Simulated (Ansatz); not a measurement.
# B2Ru: further runs on the relaxed cell

An exercise on one series of results from a longer session: the logs are not shown, and one member is left open.

Method: DFT r2SCAN, scalar-relativistic, plane waves, PAW, in Ansatz 0.2.0.

1 further run of the same task is left out (set aside as unsound or not needed). Runs told in other sessions of the task aren't counted.

### The structure to begin with

The structure is orthorhombic, space group Pmmn (No. 59). The conventional cell has a = 2.870 Å, b = 4.640 Å, c = 4.038 Å, α = 90.00°, β = 90.00°, γ = 90.00°. Around B (site symmetry m) lie 3 B at 1.82 to 1.88 Å and 4 Ru at 2.16 to 2.27 Å. Ru (site symmetry mm2) has 8 B at 2.16 to 2.27 Å in its first shell of neighbours.

As a file:

```cif
data_structure
_symmetry_space_group_name_H-M 'P 1'
_symmetry_Int_Tables_number 1
_cell_length_a 2.8704
_cell_length_b 4.6403
_cell_length_c 4.0379
_cell_angle_alpha 90.000
_cell_angle_beta 90.000
_cell_angle_gamma 90.000
_cell_volume 53.78
loop_
_atom_site_label
_atom_site_type_symbol
_atom_site_fract_x
_atom_site_fract_y
_atom_site_fract_z
_atom_site_occupancy
B1 B 0.00000 0.80394 0.36255 1
B2 B 0.00000 0.19606 0.36255 1
B3 B 0.50000 0.30394 0.63745 1
B4 B 0.50000 0.69606 0.63745 1
Ru1 Ru 0.00000 0.00000 0.84671 1
Ru2 Ru 0.50000 0.50000 0.15329 1
```

This cell was relaxed beforehand with the same method: volume 8.96 Å³/atom, gap on the mesh none (metal).

The first run:

input.yaml reads:

```yaml
crystal:
  lattice:
    - [2.8414169079, 0.0, 0.0]
    - [0.0, 4.593433418, 0.0]
    - [0.0, 0.0, 3.997091368]
  atoms:
    - { symbol: B, position: [0.0, 0.8039374088, 0.3625471548] }
    - { symbol: B, position: [0.0, 0.1960625912, 0.3625471548] }
    - { symbol: B, position: [0.5, 0.3039374088, 0.6374528452] }
    - { symbol: B, position: [0.5, 0.6960625912, 0.6374528452] }
    - { symbol: Ru, position: [0.0, 0.0, 0.8467087077] }
    - { symbol: Ru, position: [0.5, 0.5, 0.1532912923] }
basis:
  ecutwfc: 500
kpoints:
  mp_grid: { grid: [12, 8, 10] }
hamiltonian:
  xc: r2scan
scf:
  occupations: { method: gaussian, width: 0.1 }
output:
  forces: true
  stress: true
  eigenvalues: true
  write_density: true
  write_potential: true
  elf: true
  volumetric_format: npy
relax:
  adjacent_minimum: "off"
  f_tol: 0.01
  max_steps: 30
  cell: { stress_tol: 0.1, fix: [volume] }
```

On the command line:

```
$ ansatz run input.yaml --threads 2 --pin off --max-ram 5120MiB --backend cpu --events-out ev --progress --plain --runs-dir out
```

Among the steps run: Volume × 0.97; Point at V/V0 = 1.03; Volume × 0.94; Point at V/V0 = 1.06; Volume × 0.91; Volume × 1.10; Volume × 0.88.

One table of the session follows, with a row left open; its other results are not shown here.

It belongs to the step «Energy against volume». 

| volume (Å³/atom) | energy above the lowest point (meV/atom) | pressure (GPa) |
| --- | --- | --- |
| 7.888 | 147.2 | 48.93 |
| 8.157 | ? | ? |
| 8.426 | 32.9 | 20.65 |
| 8.695 | 7.8 | 9.52 |
| 8.964 | 0.0 | 0.00 |
| 9.233 | 7.0 | -8.13 |
| 9.502 | 26.6 | -15.06 |
| 9.860 | 69.1 | -22.70 |

Estimate the missing values for volume (Å³/atom) = 8.157.

Worked estimate for «energy above the lowest point (meV/atom)». A straight line through the neighbours (7.888, 147.2) and (8.426, 32.9) gives 147.2 + (32.9 − 147.2) × (8.157 − 7.888) / (8.426 − 7.888) = 90.0; a parabola fitted to 3 rows on both sides gives 79.4.

**Answer.** energy above the lowest point (meV/atom): 78.2; pressure (GPa): 33.68. In «energy above the lowest point (meV/atom)» the line misses by +11.8 and the parabola by +1.2.
